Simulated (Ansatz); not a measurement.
# AlGaHO (sextet): wave-function methods side by side, cc-pVDZ

The task here is to estimate one member of a computed series from the others.

The runs use Ansatz 0.2.0, Gaussian basis; cc-pVDZ, core rule «outside noble gas», up to 20 orbitals frozen.

The runs, in order: UHF; CCSD(T) on ROHF; CCSD(T) on UHF; BCCD(T) on ROHF; CISD as a restricted active space (open shells left free, so some higher excitations enter); CCSDT(Q) on ROHF; CCSDT(Q) on UHF; CASSCF and MRCISD+Q, 13 electrons in 11 orbitals; CASSCF and NEVPT2, 13 electrons in 11 orbitals.

26 further runs of the same task are left out: 5 for a known fault of the program, 13 that didn't finish, 8 set aside as unsound or not needed. Runs told in other sessions of the task aren't counted.

## The system

The geometry is a PBE0/def2-TZVP stationary point (not a proven minimum) of the parent state, kept for this charge and spin. No spin-orbit coupling is included. The filled d shell of Ga may be among the frozen orbitals whatever the setting's name suggests.

4 atoms, charge 0, spin multiplicity 6.

Atoms are counted from 1 here; the program's logs count them from 0.

Bond lengths: Al1–Ga2 2.392 Å, Al1–H4 1.590 Å, Ga2–O3 1.833 Å. Angles: Ga2–Al1–H4 122.6°, Al1–Ga2–O3 162.4°.

Coordinates:

```
Al    0.0000   -0.2051    2.0325
Ga    0.0000    0.1118   -0.3388
O     0.0000   -0.2049   -2.1441
H     0.0000    1.0082    3.0599
```

Set-up of the first run:

Input file in.yaml:

```yaml
crystal:
  periodic: [false, false, false]
  atoms:
    - {symbol: Al, position_ang: [0.000000, -0.205088, 2.032524]}
    - {symbol: Ga, position_ang: [0.000000, 0.111802, -0.338783]}
    - {symbol: O, position_ang: [0.000000, -0.204871, -2.144071]}
    - {symbol: H, position_ang: [0.000000, 1.008195, 3.059873]}
basis:
  gaussian: {orbitals: cc-pVDZ}
magnetization: {spin_polarized: true, initial_magnetization: 5}
hamiltonian: {xc: hf}
output: {orbitals: {seedname: orbitals}}
```

On the command line:

```sh
ansatz run in.yaml --threads 1 --pin off --events-out ev --progress --plain --max-ram 2393MiB
```

Steps of the session up to this table: UHF; CCSD(T) on ROHF; CCSD(T) on UHF; BCCD(T) on ROHF; CISD as a restricted active space (open shells left free, so some higher excitations enter); CCSDT(Q) on ROHF; CCSDT(Q) on UHF; CASSCF and MRCISD+Q, 13 electrons in 11 orbitals; CASSCF and NEVPT2, 13 electrons in 11 orbitals.

One table of the session follows, with a row left open; its other results are not shown here.

| method | from RCCSDT(Q) (meV) |
| --- | --- |
| ROHF | +7342.4 |
| UHF | +7088.5 |
| RMP2 | ? |
| UMP2 | +1273.5 |
| RCCSD | +322.3 |
| UCCSD | +293.0 |
| RCCSD(T) | +88.5 |
| UCCSD(T) | +74.9 |
| BCCD(T) | +87.6 |
| RCCSDT | +22.0 |
| UCCSDT | +8.3 |
| RCCSDT(Q) | 0 |
| UCCSDT(Q) | -18.2 |
| CASSCF frontier | +5703.7 |
| NEVPT2 frontier | +1619.6 |
| MRCISD frontier | +707.6 |
| MRCISD+Q frontier | +273.5 |

**Question.** Estimate the row for RMP2.

The run gave: from RCCSDT(Q) (meV): +1337.0. In the column «from RCCSDT(Q) (meV)» it lies between UMP2 (+1273.5) and NEVPT2 frontier (+1619.6).

Not comparable, so not listed: CISD as a restricted active space (open shells left free, so some higher excitations enter) (they don't share determinant, frozen orbitals or solution with the rows shown, or repeat one).

Caveats from the session: Restricted and unrestricted rows rest on different reference determinants; a gap between their highest levels can come from leftover correlation error, from unlike frozen cores or from another state.
